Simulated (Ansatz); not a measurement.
**C7H16S: a ladder of functionals and wavefunction methods**

Aim: compute C7H16S with functionals from several rungs and with coupled cluster. The yardstick is the atomisation energy at the CCSD(T) limit.

The runs use Ansatz 0.2.0, Gaussian basis; functionals in def2-TZVPP, the program's frozen cores in correlated methods.

The runs, in order: LDA (SPW92), PBE-D4, revPBE-D4, BLYP-D4, r2SCAN-D4, B97M-V, PBE0-D4, B3LYP-D4, r2SCANh-D4, r2SCAN0-D4, HSE06-D4, BHLYP-D4, CAM-B3LYP-D4, LC-ωPBE, ωB97X-V, ωB97M-V, B2PLYP, PBE-QIDH; CCSD(T)/def2-SVP; CCSD(T)/def2-TZVPP; MP2/def2-QZVPP; extrapolation to the limit; RPA on PBE.

### Step 1. Structure used throughout

The geometry comes from an earlier relaxation with PBE0-D4 in a triple-zeta def2 set; it is a stationary point, not always the lowest conformer.

24 atoms, charge 0, spin multiplicity 1.

Atoms are counted from 1 here; the program's logs count them from 0.

Bond lengths: C1–C2 1.520 Å, C1–H9 1.092 Å, C1–H10 1.092 Å, C1–H11 1.094 Å, C2–C3 1.523 Å, C2–H12 1.097 Å, C2–H13 1.095 Å, C3–C4 1.522 Å, C3–H14 1.096 Å, C3–H15 1.096 Å, C4–C5 1.523 Å, C4–H16 1.096 Å, C4–H17 1.096 Å, C5–C6 1.520 Å, C5–H18 1.097 Å, C5–H19 1.095 Å, C6–C7 1.519 Å, C6–H20 1.098 Å and more. Angles: C2–C1–H9 111.2°, C2–C1–H10 111.9°, C2–C1–H11 110.9°, H9–C1–H10 107.4°, H9–C1–H11 107.6°, H10–C1–H11 107.6°, C1–C2–C3 114.0°, C1–C2–H12 109.5°, C1–C2–H13 109.1°, C3–C2–H12 109.1°, C3–C2–H13 108.8°, H12–C2–H13 106.0°, C2–C3–C4 114.0°, C2–C3–H14 108.8°, C2–C3–H15 109.1°, C4–C3–H14 110.0°, C4–C3–H15 108.6°, H14–C3–H15 106.1° and more.

### Step 2. LDA

This LDA is Slater exchange with PW92 correlation.

The input, in.yaml:

```yaml
crystal:
  periodic: [false, false, false]
  atoms:
    - {symbol: C, position_ang: [-2.128517, 2.561577, 0.301687]}
    - {symbol: C, position_ang: [-0.716963, 2.485819, 0.861353]}
    - {symbol: C, position_ang: [-0.066808, 1.115446, 0.719507]}
    - {symbol: C, position_ang: [0.172457, 0.689345, -0.722265]}
    - {symbol: C, position_ang: [0.968111, -0.601167, -0.863604]}
    - {symbol: C, position_ang: [0.241185, -1.834727, -0.354737]}
    - {symbol: C, position_ang: [1.025982, -3.124262, -0.521255]}
    - {symbol: S, position_ang: [2.552376, -3.223848, 0.455544]}
    - {symbol: H, position_ang: [-2.573576, 3.542802, 0.481954]}
    - {symbol: H, position_ang: [-2.148666, 2.387164, -0.776476]}
    - {symbol: H, position_ang: [-2.775471, 1.813158, 0.769385]}
    - {symbol: H, position_ang: [-0.086531, 3.235030, 0.367801]}
    - {symbol: H, position_ang: [-0.737293, 2.758753, 1.921614]}
    - {symbol: H, position_ang: [-0.691483, 0.374247, 1.231612]}
    - {symbol: H, position_ang: [0.894724, 1.118906, 1.246392]}
    - {symbol: H, position_ang: [-0.784662, 0.581973, -1.245493]}
    - {symbol: H, position_ang: [0.710970, 1.493436, -1.237716]}
    - {symbol: H, position_ang: [1.216620, -0.755578, -1.920452]}
    - {symbol: H, position_ang: [1.922792, -0.504591, -0.335860]}
    - {symbol: H, position_ang: [-0.707559, -1.943965, -0.896366]}
    - {symbol: H, position_ang: [-0.022287, -1.714721, 0.701093]}
    - {symbol: H, position_ang: [0.408729, -3.993916, -0.290208]}
    - {symbol: H, position_ang: [1.362376, -3.237527, -1.555985]}
    - {symbol: H, position_ang: [1.963483, -3.223354, 1.662465]}
basis:
  gaussian: {orbitals: def2-TZVPP}
hamiltonian: {xc: lda}
output: {orbitals: {seedname: orbitals}}
```

On the command line:

```sh
$ ansatz run in.yaml --threads 4 --pin off --events-out ev --progress --plain --max-ram 66560MiB --backend cuda --devices 0, --max-vram 37GiB
```

Further steps of the session: PBE-D4 (GGA); revPBE-D4 (GGA); BLYP-D4 (GGA); r2SCAN-D4 (meta-GGA); B97M-V (meta-GGA); PBE0-D4 (hybrid); B3LYP-D4 (hybrid); r2SCANh-D4 (hybrid); r2SCAN0-D4 (hybrid); HSE06-D4 (hybrid); BHLYP-D4 (hybrid); CAM-B3LYP-D4 (range-separated); LC-ωPBE (range-separated); ωB97X-V (range-separated); ωB97M-V (range-separated); B2PLYP (double hybrid); PBE-QIDH (double hybrid); CCSD(T) in def2-SVP; CCSD(T) in def2-TZVPP; MP2 in def2-QZVPP; RPA on PBE orbitals.

Q: Predict the results of all the runs planned. Wanted: atomisation energy, CCSD(T)/CBS; farthest beyond LDA; mean size of error, GGA; mean size of error, meta-GGA; mean size of error, hybrid; mean size of error, range-separated; mean size of error, double hybrid; gap, smallest and largest; T1 diagnostic.

**Answer**, as computed:

| quantity | value |
| --- | --- |
| atomisation energy, CCSD(T)/CBS | 97.182 eV |
| functionals within 0.486 eV (0.5 %) | revPBE-D4, r2SCAN-D4, B97M-V, B3LYP-D4, r2SCANh-D4, CAM-B3LYP-D4, LC-ωPBE, ωB97X-V, ωB97M-V, PBE-QIDH |
| farthest beyond LDA | BHLYP-D4 (-2.001 eV) |
| mean size of error, GGA | 0.871 eV |
| mean size of error, meta-GGA | 0.219 eV |
| mean size of error, hybrid | 0.693 eV |
| mean size of error, range-separated | 0.274 eV |
| mean size of error, double hybrid | 0.520 eV |
| gap, smallest and largest | 5.04 eV (BLYP-D4), 12.30 eV (LC-ωPBE) |
| T1 diagnostic | 0.0090 |
| triples share of the correlation energy | 3.9 % |

What this shows: The LDA atomisation energy is off by 13.033 eV (13 %): it overbinds. PBE-D4 is off by +1.704 eV. Double hybrids carry the basis error of their MP2 part in triple zeta, and no dispersion term here, so their miss is partly the set-up's. The rungs meta-GGA, range-separated miss on average by less than the doubt on the reference (0.486 eV), so they tie. Misses under about 0.486 eV are within the doubt on the reference itself, which lacks core-valence correlation, relativity and higher excitations. Hartree-Fock recovers 75 % of the binding; the rest is correlation. CCSD(T) in def2-SVP is off by -3.695 eV, so the small basis spoils what the method gains. The gap grows from 5.0 to 12.3 eV across the functionals, mostly with the share of exact exchange.
